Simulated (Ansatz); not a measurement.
# H₂MgOSe (SMILES [OH][Mg][SeH]): single points off equilibrium

One table from this session's results is given with a row withheld; the runs are named, their logs left out.

Computed with Ansatz 0.2.0, Gaussian basis. Level: single points in def2-TZVPP.

Correlated methods freeze the cores. Filled d shells of the heavier atoms are correlated. The outer core shell of Li, Na, Mg and K is correlated.

### The starting structure

5 atoms, charge 0, spin multiplicity 1.

Atoms are counted from 1 here; the program's logs count them from 0.

Bond lengths: O1–Mg2 1.342 Å, Mg2–Se3 2.411 Å, Se3–H5 1.472 Å. Angles: O1–Mg2–Se3 149.8°, Mg2–Se3–H5 83.7°.

As a file:

```csv
atom,x (Å),y (Å),z (Å)
O1,-1.48190,0.06310,-0.33190
Mg2,-0.15620,-0.02940,-0.14610
Se3,1.90120,0.90560,0.69410
H4,-2.61000,-0.27630,-0.94000
H5,2.35020,-0.49620,0.69090
```

Set-up of the first run:

Input file run/in.yaml:

```yaml
crystal:
  periodic: [false, false, false]
  atoms:
    - {symbol: O, position_ang: [-1.481900, 0.063100, -0.331900]}
    - {symbol: Mg, position_ang: [-0.156200, -0.029400, -0.146100]}
    - {symbol: Se, position_ang: [1.901200, 0.905600, 0.694100]}
    - {symbol: H, position_ang: [-2.610000, -0.276300, -0.940000]}
    - {symbol: H, position_ang: [2.350200, -0.496200, 0.690900]}
basis:
  gaussian: {orbitals: def2-TZVPP}
correlation: {method: ccsd_t}
output: {forces: true}
```

The command line of these runs was not kept.

Among the steps run: CCSD(T)/def2-TZVPP; PBE0-D4/def2-TZVPP; wB97M-V/def2-TZVPP; r2SCAN-D4/def2-TZVPP; PBE-D4/def2-TZVPP; wB97X-V/def2-TZVPP; HSE06-D4/def2-TZVPP.

One table of the session follows, with a row left open; its other results are not shown here.

```
   method  RMS force component (eV/Å)  angle to CCSD(T) forces (°)  dipole (D)
  CCSD(T)                      12.025                    reference        4.33
  PBE0-D4                           ?                            ?           ?
  wB97M-V                      12.097                          0.4        4.41
r2SCAN-D4                      12.017                          0.2        4.26
   PBE-D4                      11.891                          0.7        3.94
  wB97X-V                      12.143                          0.6        4.53
 HSE06-D4                      11.984                          0.6        4.29
```

**Question.** Estimate the row for PBE0-D4.

The run gave: RMS force component (eV/Å): 11.986; angle to CCSD(T) forces (°): 0.6; dipole (D): 4.30. In the column «RMS force component (eV/Å)» it lies between HSE06-D4 (11.984) and r2SCAN-D4 (12.017).
